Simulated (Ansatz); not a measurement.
Crystal: WS.

```
W S
1.0
     3.00789    0.00000    0.00000
     0.00000    3.00789    0.00000
     0.00000    0.00000    3.00789
W S
1 1
Direct
  0.50000 0.50000 0.50000
  0.00000 0.00000 0.00000
```

The cell was built by a generator and needn't be a form met in nature.

* Program: Ansatz 0.2.0
* Task: relaxation of cell and atoms
* Functional: B3LYP
* Potentials or basis: Ansatz PAW
* Cutoff: 420 eV (not typed: the program's choice for these potentials)
* k mesh: 5 × 5 × 5
* Occupations: fermi-dirac, width 0.05 eV
* Spin: no spin polarisation

At the start: volume 13.61 Å³/atom.

Question: How do energy, volume and symmetry change on relaxing?

Answer: It ends after 5 steps and the volume is 13.89 Å³/atom (+2.1 %); space group Pm-3m (No. 221, to 0.05 Å).

Step by step:
```csv
step,energy change (eV),largest force (eV/Å),volume (Å³)
1,0.0000,0.0000,27.21
2,-0.0059,0.0000,28.11
3,-0.0088,0.0000,27.80
4,-0.0088,0.0000,27.78
5,-0.0090,0.0000,27.78
```

Final structure:
```
W S
1.0
     3.02879    0.00000    0.00000
     0.00000    3.02879    0.00000
     0.00000    0.00000    3.02879
W S
1 1
Direct
  0.50000 0.50000 0.50000
  0.00000 0.00000 0.00000
```

Caveat: the k mesh is coarse (spacing up to 0.42 Å⁻¹), so the values aren't converged, least of all with exact exchange; the plane-wave basis is chosen anew once the cell has moved, so the energies of steps on either side of that aren't comparable; the PAW data sets come from PBE, with cores solved anew for the run's functional, which leaves a small shift of forces and pressure.
